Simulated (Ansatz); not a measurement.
Consider an equation of state with a fit of LiY3, space group Pm-3m (the Python package of Ansatz (0.2.0)).

The script, `run_eos.py`:
```python
# -*- coding: utf-8 -*-
import ansatz as az
import numpy as np
from pymatgen.analysis.eos import EOS

VECTORS = np.array([
    [4.91971, 0.0, 0.0],
    [0.0, 4.91971, 0.0],
    [0.0, 0.0, 4.91971],
])
SITES = [
    ("Li", (0.0, 0.0, 0.0)),
    ("Y", (0.5, 0.5, 0.0)),
    ("Y", (0.5, 0.0, 0.5)),
    ("Y", (0.0, 0.5, 0.5)),
]


def on_lattice(cell):
    crystal = az.Crystal(lattice=az.Lattice.of(cell))
    for symbol, position in SITES:
        crystal = crystal.atom(symbol, position)
    return crystal


def main():
    volumes, energies, pressures = [], [], []
    for scale in np.linspace(0.94, 1.06, 7):
        cell = VECTORS * scale ** (1 / 3)
        calculation = on_lattice(cell).calculation()
        calculation = calculation.accuracy("medium")
        calculation = calculation.functional("mr2scan")
        calculation = calculation.occupations("Fermi-Dirac", width=0.01)
        calculation = calculation.mixing("msr1", beta=0.7)
        calculation = calculation.basis(28 * az.Ha, density_ratio=8)
        calculation = calculation.kpoints(5, 5, 5).stress()
        r = calculation.run().report
        volumes.append(abs(np.linalg.det(cell)) / len(SITES))
        energies.append(r["free_energy_ev"] / len(SITES))
        pressures.append(np.trace(r["stress_gpa"]) / 3)
        print(f"V = {volumes[-1]:8.4f} A^3/atom  F = {energies[-1]:.5f} eV/atom  P = {pressures[-1]:8.3f} GPa")

    for form in ["murnaghan", "pourier_tarantola", "vinet"]:
        fit = EOS(eos_name=form).fit(volumes, energies)
        print(f"{form:18s} V0 {fit.v0:8.4f} A^3/atom  B0 {fit.b0_GPa:7.1f} GPa  B1 {fit.b1:5.2f}")


if __name__ == "__main__":
    main()
```

Where does the minimum lie against the volume typed, and how stiff is the crystal?

A third-order Birch-Murnaghan fit through the 7 points (the script's own form differs a little) has its minimum at 30.28 Å³ an atom, 1.7 % above the typed cell, with a bulk modulus of 29 GPa and dB/dP = 4.4. From that minimum the energy rises by 18.4 meV an atom on the compressed side and 4.6 meV on the expanded side.

The run itself:

Running `python run_eos.py` prints:
```text
V =  27.9825 A^3/atom  F = -2945.81987 eV/atom  P =    2.743 GPa
V =  28.5779 A^3/atom  F = -2945.82855 eV/atom  P =    1.933 GPa
V =  29.1732 A^3/atom  F = -2945.83432 eV/atom  P =    1.185 GPa
V =  29.7686 A^3/atom  F = -2945.83745 eV/atom  P =    0.510 GPa
V =  30.3640 A^3/atom  F = -2945.83821 eV/atom  P =   -0.084 GPa
V =  30.9594 A^3/atom  F = -2945.83691 eV/atom  P =   -0.617 GPa
V =  31.5547 A^3/atom  F = -2945.83364 eV/atom  P =   -1.138 GPa
murnaghan          V0  30.2762 A^3/atom  B0    29.4 GPa  B1  4.33
pourier_tarantola  V0  30.2748 A^3/atom  B0    29.4 GPa  B1  4.51
vinet              V0  30.2753 A^3/atom  B0    29.4 GPa  B1  4.45
```

Caveats:
- These settings explore the input space; cutoff and mesh may be short of convergence.
- The mesh is modest for a metal, so energies can be off by several to tens of meV an atom and pressures by half a GPa or more; differences at equal mesh fare better.
- Pressure is positive in compression.
- This cell is a computed structure, which may not be the phase found in nature.
- Cost: roughly 2.8 core-minutes.

(A comment or docstring line of the script was reworded after the run, the code is as it ran; lines on the test bed's own set-up are left out of the output.)
